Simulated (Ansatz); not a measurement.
# CH₄ + SbH₂ radical: a complex and its separated parts

Aim: how far the complex at one end of a reaction step lies below its separated, relaxed parts, level by level.

Computed with Ansatz 0.2.0, Gaussian basis. Level: PBE0-D4/def2-TZVP structures, single points in def2-TZVPP, no counterpoise correction.

Levels: SPW92, PBE-D4, BLYP-D4, r2SCAN-D4, B97M-V, PBE0-D4, B3LYP-D4, r2SCAN0-D4, BHLYP-D4, CAM-B3LYP-D4, wB97X-V, wB97M-V, B2PLYP, PBE-QIDH, RPA on PBE, Hartree-Fock, MP2, CCSD, CCSD(T).

Correlated methods freeze the cores. Filled d shells of the heavier atoms are correlated. Core potentials replace the inner electrons past krypton, and spin-orbit coupling is left out. Orbitals are unrestricted. B3LYP uses VWN-RPA correlation. B2PLYP carries no dispersion term here.

21 further runs of the same task are left out: 21 set aside as unsound or not needed.

## 1. Starting geometry

The complex: 8 atoms, charge 0, spin multiplicity 2.

Atoms are counted from 1 here; the program's logs count them from 0.

Bond lengths: H1–C3 1.090 Å, Sb2–H4 1.711 Å, Sb2–H5 1.711 Å, C3–H6 1.090 Å, C3–H7 1.090 Å, C3–H8 1.090 Å. Angles: H4–Sb2–H5 90.2°, H1–C3–H6 109.5°, H1–C3–H7 109.5°, H1–C3–H8 109.4°, H6–C3–H7 109.5°, H6–C3–H8 109.5°, H7–C3–H8 109.5°.

As a file:

```xyz
8
charge 0, multiplicity 2
H     0.78487   -0.84546    0.06700
Sb   -0.43239    2.62105    0.55175
C    -0.14055   -1.38389   -0.13633
H     1.04890    2.02906    1.17169
H     0.08569    2.26896   -1.04069
H    -0.79568   -1.32247    0.73248
H     0.08584   -2.42888   -0.34751
H    -0.63677   -0.93848   -0.99828
```

Its parts: CH₄ holds atoms 1, 3, 6, 7, 8; SbH₂ radical holds atoms 2, 4, 5. Each part counts its atoms afresh in its own runs.

## 2. Relaxing CH₄ alone

relax-a/in.yaml reads:

```yaml
crystal:
  periodic: [false, false, false]
  atoms:
    - {symbol: H, position_ang: [0.784868, -0.845458, 0.066996]}
    - {symbol: C, position_ang: [-0.140551, -1.383889, -0.136330]}
    - {symbol: H, position_ang: [-0.795680, -1.322471, 0.732484]}
    - {symbol: H, position_ang: [0.085836, -2.428880, -0.347505]}
    - {symbol: H, position_ang: [-0.636769, -0.938478, -0.998283]}
basis:
  gaussian: {orbitals: def2-TZVP}
hamiltonian: {xc: pbe0, dispersion: d4}
relax: {f_tol: 0.005, max_steps: 200}
```

No record of the launch command was kept for these runs.

Further steps of the session: Relaxing SbH₂ radical alone; wB97M-V/def2-TZVPP; CCSD(T)/def2-TZVPP; Vibrations of CH₄; Vibrations of SbH₂ radical.

Q: Predict the outcome of this session. Wanted: complex less parts, CCSD(T)/def2-TZVPP; with zero-point energy; largest T1 diagnostic.

**Answer**, as computed:

| quantity | value |
| --- | --- |
| complex less parts, CCSD(T)/def2-TZVPP | -0.0260 eV |
| with zero-point energy | -0.0039 eV |
| largest T1 diagnostic | 0.014 |

**Reading.** At CCSD(T) the complex lies 0.0260 eV below its parts. wB97M-V is the best functional here (-0.0010 eV from CCSD(T)); SPW92 is the worst (-0.0297 eV). Mean unsigned error by rung: LDA 0.0297, GGA 0.0121, meta-GGA 0.0052, hybrid 0.0088, range-separated hybrid 0.0036, double hybrid 0.0206 eV. PBE-D4 gives a relative energy 0.0178 eV too low, an error of 68 % of the reference. No counterpoise was applied, and triple zeta lacks some correlation, so the CCSD(T) reference has a basis error of its own, and close matches with it are partly luck.
